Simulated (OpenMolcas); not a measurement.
**One shape, several levels: CH6ClNSi (SMILES C[SiH](N)Cl)**

Wanted: a comparison of 6 runs (B3LYP/6-31G*, M06-2X/6-31G*, M06-L/6-31G*, r2SCAN/6-31G*, revPBE/6-31G*, MP2/6-31G*) of CH6ClNSi. 

Program for the calculation: OpenMolcas 26.06.

1 further run of the same task is left out (set aside as unsound or not needed).

## (1) The system as given

CH6ClNSi: 10 atoms, total charge 0, spin state singlet. As SMILES, `C[SiH](N)Cl`. One bond was lengthened or shortened from a relaxed shape.

Bond lengths: C1–Si2 1.853 Å, Si2–N3 1.706 Å, Si2–Cl4 2.394 Å, C1–H5 1.092 Å, C1–H6 1.092 Å, C1–H7 1.093 Å, Si2–H8 1.480 Å, N3–H9 1.008 Å, N3–H10 1.008 Å. Some angles: C1–Si2–N3 110.0°, C1–Si2–Cl4 106.9°, N3–Si2–Cl4 113.8°, C1–Si2–H8 113.9°, N3–Si2–H8 107.4°, Cl4–Si2–H8 105.0°, Si2–C1–H5 110.6°, Si2–C1–H6 110.4°, Si2–C1–H7 110.6°, Si2–N3–H9 120.0°.

## (2) A single-point energy at B3LYP/6-31G(d) (spherical functions) (run 1)

The input, job.input:

```
* CH6ClNSi Kohn-Sham DFT
&gateway
baslib=$CurrDir
basisset
C.6-31Gs....
C1 -1.021887 1.073549 -0.155457 angstrom
End of Basis
basisset
Si.6-31Gs....
Si2 -0.153187 -0.524351 0.200743 angstrom
End of Basis
basisset
N.6-31Gs....
N3 1.103213 -0.265951 1.324943 angstrom
End of Basis
basisset
Cl.6-31Gs....
Cl4 0.594900 -1.392500 -1.900800 angstrom
End of Basis
basisset
H.6-31Gs....
H5 -1.817587 0.922749 -0.887457 angstrom
H6 -1.457087 1.482949 0.759143 angstrom
H7 -0.324487 1.807549 -0.567257 angstrom
H8 -1.034087 -1.576251 0.756743 angstrom
H9 1.749913 0.495849 1.191743 angstrom
H10 1.565113 -1.055451 1.747943 angstrom
End of Basis
&seward
gridinput
Grid=UltraFine
End of Grid
&scf
ksdft=B3LYP
thresholds=1e-10 1e-07 1e-07 1e-05
prorbitals=1 1
```

The basis set 6-31G* is read from a file made from the Basis Set Exchange's data (not shown).

Started as:

```
$ export MOLCAS_MEM=1860
$ pymolcas job.input > job.log
```

Log:

```text
--- Start Module: gateway ---
[...]
--- Stop Module: gateway /rc=_RC_ALL_IS_WELL_ ---
--- Start Module: seward ---
[...]
      Basis functions           76
--- Stop Module: seward /rc=_RC_ALL_IS_WELL_ ---
[...]
--- Start Module: scf ---
[...]
       Convergence after  14 Iterations
[...]
::    Total KS-DFT energy                            -846.2297354904
[...]
      Total spin, S                                     0.0000000000
[...]
      Total electronic charge=   50.000000
      Total            charge=   -0.000000
[...]
      Dipole Moment (debye):
      Origin of the operator (angstrom)=    0.1934   -0.5486   -0.4331
                   X=  5.0177E-02               Y=  2.0781E+00               Z=  3.3672E+00           Total=  3.9572E+00
      Quadrupole Moment (debye*angstrom):
[...]
--- Stop Module: scf /rc=_RC_ALL_IS_WELL_ ---
[...]
```

Run time: 25 s. Hardware: 1 thread of AMD EPYC 7R43 (Zen 3), shared host; peak memory 0.43 GiB.

## (3) The energy at M06-2X/6-31G(d) (spherical functions) (run 2)

The input, test.input:

```
&gateway
  baslib=$CurrDir
  coord
  10
  angstrom
  C       -1.021887       1.073549      -0.155457
  Si      -0.153187      -0.524351       0.200743
  N        1.103213      -0.265951       1.324943
  Cl       0.594900      -1.392500      -1.900800
  H       -1.817587       0.922749      -0.887457
  H       -1.457087       1.482949       0.759143
  H       -0.324487       1.807549      -0.567257
  H       -1.034087      -1.576251       0.756743
  H        1.749913       0.495849       1.191743
  H        1.565113      -1.055451       1.747943
  basis=6-31Gs
  group=NoSym

&seward
  gridinput
  Grid=UltraFine
  End of Grid

&scf
  ksdft=M062X
  thresholds=1e-10 1e-07 1e-07 1e-05
  prorbitals=1 2
```

The basis set 6-31G* is read from a file made from the Basis Set Exchange's data (not shown).

Started as:

```
$ export MOLCAS_MEM=1860
$ pymolcas test.input > test.log
```

Log:

```text
--- Start Module: gateway ---
[...]
--- Stop Module: gateway /rc=_RC_ALL_IS_WELL_ ---
--- Start Module: seward ---
[...]
      Basis functions           76
--- Stop Module: seward /rc=_RC_ALL_IS_WELL_ ---
[...]
--- Start Module: scf ---
[...]
       Convergence after  14 Iterations
[...]
::    Total KS-DFT energy                            -846.0998152663
[...]
      Total spin, S                                     0.0000000000
[...]
      Total electronic charge=   50.000000
      Total            charge=   -0.000000
[...]
      Dipole Moment (debye):
      Origin of the operator (angstrom)=    0.1934   -0.5486   -0.4331
                   X= -2.1170E-02               Y=  2.0776E+00               Z=  3.4673E+00           Total=  4.0422E+00
      Quadrupole Moment (debye*angstrom):
[...]
--- Stop Module: scf /rc=_RC_ALL_IS_WELL_ ---
[...]
```

It took 33 s on 1 thread of AMD EPYC 7R43 (Zen 3), shared host; peak memory 0.43 GiB.

Runs 3 to 5 aren't shown in full; the table further down has their settings and results.

## (4) The energy at MP2/6-31G(d) (spherical functions) (run 6)

The input, run.input:

```
&GATEWAY
  BasLib=$CurrDir
  Coord
  10
  angstrom
  C       -1.021887       1.073549      -0.155457
  Si      -0.153187      -0.524351       0.200743
  N        1.103213      -0.265951       1.324943
  Cl       0.594900      -1.392500      -1.900800
  H       -1.817587       0.922749      -0.887457
  H       -1.457087       1.482949       0.759143
  H       -0.324487       1.807549      -0.567257
  H       -1.034087      -1.576251       0.756743
  H        1.749913       0.495849       1.191743
  H        1.565113      -1.055451       1.747943
  Basis=6-31Gs
  Group=NoSym

&SEWARD

&SCF
  Thresholds=1e-10 1e-07 1e-07 1e-05
  PrOrbitals=0

&MBPT2
  Frozen=12
```

The basis set 6-31G* is read from a file made from the Basis Set Exchange's data (not shown).

Started as:

```
$ export MOLCAS_MEM=1860
$ pymolcas run.input > run.log
```

Log:

```text
--- Start Module: gateway ---
[...]
--- Stop Module: gateway /rc=_RC_ALL_IS_WELL_ ---
[...]
      Basis functions           76
[...]
--- Start Module: scf ---
[...]
       Convergence after  13 Iterations
[...]
::    Total SCF energy                               -844.2796146673
[...]
      Total spin, S                                     0.0000000000
[...]
      Total electronic charge=   50.000000
      Total            charge=   -0.000000
[...]
      Dipole Moment (debye):
      Origin of the operator (angstrom)=    0.1934   -0.5486   -0.4331
                   X= -1.1930E-01               Y=  2.1027E+00               Z=  3.5931E+00           Total=  4.1648E+00
      Quadrupole Moment (debye*angstrom):
[...]
--- Stop Module: scf /rc=_RC_ALL_IS_WELL_ ---
[...]
--- Start Module: mbpt2 ---
[...]
WARNING!
Default frozen orbitals as non valence orbitals is overwritten by user input.
Default values:   9
[...]
       Reference weight ( Cref**2 )         =        0.84985
::    Total MBPT2 energy                             -844.7778351430
[...]
      Total MBPT2 calculations                           0.20      0.23
--- Stop Module: mbpt2 /rc=_RC_ALL_IS_WELL_ ---
[...]
```

It took 6.6 s on 1 thread of AMD EPYC 7R43 (Zen 3), shared host; peak memory 0.43 GiB.

## (5) All runs side by side

```csv
run,level,integration grid,frozen core orbitals,energy (Eh),dipole moment (D) of the reference,HOMO energy (eV),LUMO energy (eV),wall time
1,B3LYP/6-31G* (spherical functions),UltraFine,–,-846.229735,3.96,-7.49,-0.11,25 s
2,M06-2X/6-31G* (spherical functions),UltraFine,–,-846.099815,4.04,-9.14,0.94,33 s
3,M06-L/6-31G* (spherical functions),UltraFine,–,-846.173358,4.15,-6.73,-0.53,35 s
4,r2SCAN/6-31G* (spherical functions),UltraFine,–,-846.078066,4.03,-6.76,-0.59,34 s
5,revPBE/6-31G* (spherical functions),UltraFine,–,-846.013608,3.96,-6.32,-0.73,26 s
6,MP2/6-31G* (spherical functions),–,12,-844.777835,4.16,-11.23,3.76,6.6 s
```

## (6) Results

```
                                           quantity          value
                                run 6: total energy  -844.77784 Eh
          run 6: dipole moment (mean-field density)         4.16 D
         run 6: HOMO energy (Hartree–Fock orbitals)      -11.23 eV
         run 6: LUMO energy (Hartree–Fock orbitals)        3.76 eV
       run 6: HOMO–LUMO gap (Hartree–Fock orbitals)       14.99 eV
run 6: correlation energy (12 core orbitals frozen)     -498.2 mEh
```

Over runs 1, 2, 3, 4, 5 the dipole moment (its size) runs from 3.96 D (B3LYP/6-31G*) to 4.15 D (M06-L/6-31G*). Over runs 1, 2, 3, 4, 5 the HOMO–LUMO gap runs from 5.58 eV (revPBE/6-31G*) to 10.08 eV (M06-2X/6-31G*). Totals of different functionals can't be ranked against each other. All runs together took 2.7 min, the longest 35 s.
